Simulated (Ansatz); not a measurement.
# AlH8NO4Zr: the cost of one run

Program: Ansatz 0.2.0. Level of theory: RKS PBE/def2-SVP. These are calculated values, not measurements.

## 1. Starting point

Bond lengths: Zr1–O2 2.420 Å, O2–H3 1.010 Å, Zr1–O4 2.070 Å, O4–H5 1.010 Å, Zr1–O6 2.069 Å, O6–H7 1.010 Å, Zr1–N8 2.208 Å, N8–H9 1.060 Å, N8–H10 1.060 Å, Zr1–O11 2.370 Å, O11–Al12 1.780 Å, Al12–H13 1.560 Å, Al12–H14 1.560 Å, Zr1–H15 2.392 Å. Angles (14 of 25 angles, heavy atoms first): O2–Zr1–O4 109.4°, O2–Zr1–O6 109.5°, O2–Zr1–N8 109.5°, O2–Zr1–O11 71.6°, O4–Zr1–O6 109.5°, O4–Zr1–N8 109.5°, O4–Zr1–O11 67.1°, O6–Zr1–N8 109.5°, O6–Zr1–O11 72.9°, N8–Zr1–O11 176.5°, Zr1–O11–Al12 125.0°, Zr1–O2–H3 109.5°, O2–Zr1–H15 35.4°, O4–Zr1–H15 88.3°.

Coordinates:

```xyz
15

Zr    0.0000    0.0000    0.0000
O     0.0000    0.0000    2.4200
H    -0.9095   -0.2814    2.7571
O     1.9520    0.0000   -0.6893
H     2.2684   -0.9521   -0.8060
O    -0.9750    1.6891   -0.6893
H    -1.9328    1.4584   -0.9117
N    -1.0409   -1.8034   -0.7359
H    -1.5759   -2.4197   -0.0595
H    -1.0055   -2.0526   -1.7656
O     1.2429    1.8744    0.7473
Al    2.6974    1.7930    1.7702
H     3.4151    0.4269    1.9983
H     3.2545    3.0879    2.4385
H     0.7655    1.1544    1.9506
```

## 2. A restrained relaxation towards end A

Springs on the bonds that form and break draw the guess towards this end; the thresholds are loose.

The input, input.yaml:

```yaml
crystal:
  periodic: [false, false, false]
  atoms:
    - { symbol: Zr, position_ang: [0.0, 0.0, 0.0] }
    - { symbol: O, position_ang: [0.0, 0.0, 2.42] }
    - { symbol: H, position_ang: [-0.9095, -0.2814, 2.7571] }
    - { symbol: O, position_ang: [1.952, 0.0, -0.6893] }
    - { symbol: H, position_ang: [2.2684, -0.9521, -0.806] }
    - { symbol: O, position_ang: [-0.975, 1.6891, -0.6893] }
    - { symbol: H, position_ang: [-1.9328, 1.4584, -0.9117] }
    - { symbol: "N", position_ang: [-1.0409, -1.8034, -0.7359] }
    - { symbol: H, position_ang: [-1.5759, -2.4197, -0.0595] }
    - { symbol: H, position_ang: [-1.0055, -2.0526, -1.7656] }
    - { symbol: O, position_ang: [1.2429, 1.8744, 0.7473] }
    - { symbol: Al, position_ang: [2.6974, 1.793, 1.7702] }
    - { symbol: H, position_ang: [3.4151, 0.4269, 1.9983] }
    - { symbol: H, position_ang: [3.2545, 3.0879, 2.4385] }
    - { symbol: H, position_ang: [0.7655, 1.1544, 1.9506] }
basis:
  gaussian: { orbitals: def2-SVP }
hamiltonian:
  xc: pbe
relax:
  f_tol: 0.15
  max_steps: 25
  restrain:
    - { distance: [0, 10], at: 3.27, k: 30.0 }
    - { distance: [14, 1], at: 2.21, k: 30.0 }
    - { distance: [0, 1], at: 2.07, k: 30.0 }
    - { distance: [14, 10], at: 1.01, k: 30.0 }
output:
  orbitals: {}
```

Started as:

```bash
$ ansatz run input.yaml --threads 4 --pin off --max-ram 5120MiB --backend cpu --events-out ev --progress --plain --runs-dir out
```

**Question.** How long does this run take on 4 threads of AMD EPYC 7R32 (Zen 2), shared host, and how much memory does it need?

About 58 s, with a peak of 0.26 GiB.
